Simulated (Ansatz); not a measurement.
**BHLYP/STO-3G run of CHFO (formyl fluoride)**

Aim: the electronic atomisation energy of CHFO (formyl fluoride) at BHLYP/STO-3G, from 5 runs. 

The results are computed with Ansatz 0.2.0.

62 further runs of the same task are left out: 2 that didn't finish, 60 set aside as unsound or not needed.

## (1) The system as given

The species is CHFO (4 atoms), meant as a singlet with charge 0. As SMILES, `O=CF`. The shape is that of a PBE0-D4/def2-TZVP optimisation.

Bond lengths: O1–C2 1.174 Å, C2–F3 1.336 Å, C2–H4 1.097 Å. Angles: O1–C2–F3 122.9°, O1–C2–H4 127.8°, F3–C2–H4 109.3°.

## (2) A single-point energy at BHLYP/STO-3G

Input file job.yaml:

```yaml
crystal:
  periodic: [false, false, false]
  atoms:
    - {symbol: O, position_ang: [-0.889340, 0.201180, 0.827740]}
    - {symbol: C, position_ang: [-0.046400, 0.067520, 0.021620]}
    - {symbol: F, position_ang: [0.585200, -1.091810, -0.181820]}
    - {symbol: H, position_ang: [0.350540, 0.823120, -0.667550]}
basis:
  gaussian:
    orbitals: STO-3G
hamiltonian:
  xc: {name: BHLYP}
accuracy: high
```

Launch:

```bash
$ ansatz run job.yaml --threads 1 --pin off --max-ram 3480MiB --events-out events.jsonl --progress --plain --runs-dir runs
```

The program printed:

```text
Warning: RAYON_NUM_THREADS=1 ignored (pool sized by the plan → 1); use --threads N
Functional definition: BHLYP
  name "BHLYP"
  parameter a = 0.5
  exchange = (1 - a)*b88_x + a*exact_x
  correlation = lyp_c
273 factors; integrals over basis functions are off by at most 4.8e-8 eV
mean field evaluation 1: about -5729.6290 eV, gradient 3.4e1 eV
mean field evaluation 2: about -5728.2595 eV, gradient 4.6e1 eV
mean field evaluation 4: about -5733.0466 eV, gradient 1.6e0 eV
mean field evaluation 8: about -5733.0913 eV, gradient 3.8e-2 eV
mean field evaluation 16: about -5733.0913 eV, gradient 2.1e-7 eV
mean field -5733.09125837 eV, -210.6872177162 hartree, gradient 2.5e-8 eV, S^2 0.000000; 0 other end points of the search recorded, 0 dependent functions left out
reference -5733.09127066 eV, -210.6872181680 hartree; 12, 12 occupied and 4, 4 virtual orbitals, 273 factors
Total energy: -5733.09127066 eV, -210.6872181680 hartree
```

It took 0.79 s on 1 thread of Intel Xeon Platinum 8259CL at 2.50GHz (Skylake/Cascade Lake), shared host.

## (3) The C atom at the same level

Input file job.yaml:

```yaml
crystal:
  periodic: [false, false, false]
  atoms:
    - {symbol: C, position_ang: [0.000000, 0.000000, 0.000000]}
basis:
  gaussian:
    orbitals: STO-3G
magnetization:
  spin_polarized: true
  initial_magnetization: 2
hamiltonian:
  xc: {name: BHLYP}
accuracy: high
```

Run the same way, it converges to -37.34735 Eh (log not shown).

## (4) The F atom, same level

Input file input.yaml:

```yaml
crystal:
  periodic: [false, false, false]
  atoms:
    - {symbol: F, position_ang: [0.000000, 0.000000, 0.000000]}
basis:
  gaussian: {orbitals: STO-3G}
magnetization: {spin_polarized: true, initial_magnetization: 1}
hamiltonian: {xc: {name: BHLYP}}
accuracy: high
```

Run the same way, it converges to -98.27228 Eh (log not shown).

## (5) The H atom at the same level

Input file molecule.yaml:

```yaml
crystal:
  periodic: [false, false, false]
  atoms:
    - symbol: H
      position_ang: [0.000000, 0.000000, 0.000000]
basis:
  gaussian: {orbitals: STO-3G}
magnetization: {spin_polarized: true, initial_magnetization: 1}
hamiltonian: {xc: {name: BHLYP}}
accuracy: high
```

Run the same way, it converges to -0.46466 Eh (log not shown).

## (6) The O atom

Input file job.yaml:

```yaml
crystal:
  periodic: [false, false, false]
  atoms:
    - {symbol: O, position_ang: [0.000000, 0.000000, 0.000000]}
basis:
  gaussian:
    orbitals: STO-3G
accuracy: high
hamiltonian:
  xc: {name: BHLYP}
magnetization:
  spin_polarized: true
  initial_magnetization: 2
```

Run the same way, it converges to -74.03523 Eh (log not shown).

## (7) Results

At BHLYP/STO-3G:

| quantity | value |
| --- | --- |
| molecule: total energy | -210.68722 Eh |
| C atom: total energy | -37.34735 Eh |
| C atom: ⟨S²⟩ | 2.000 |
| F atom: total energy | -98.27228 Eh |
| F atom: ⟨S²⟩ | 0.750 |
| H atom: total energy | -0.46466 Eh |
| H atom: ⟨S²⟩ | 0.750 |
| O atom: total energy | -74.03523 Eh |
| O atom: ⟨S²⟩ | 2.000 |
| electronic atomisation energy | 15.448 eV |

In words: Taking the molecule apart into free atoms costs 15.45 eV (1490 kJ/mol), before zero-point energy and without spin-orbit coupling. In a minimal basis such a difference can be off by several eV, whatever the method.
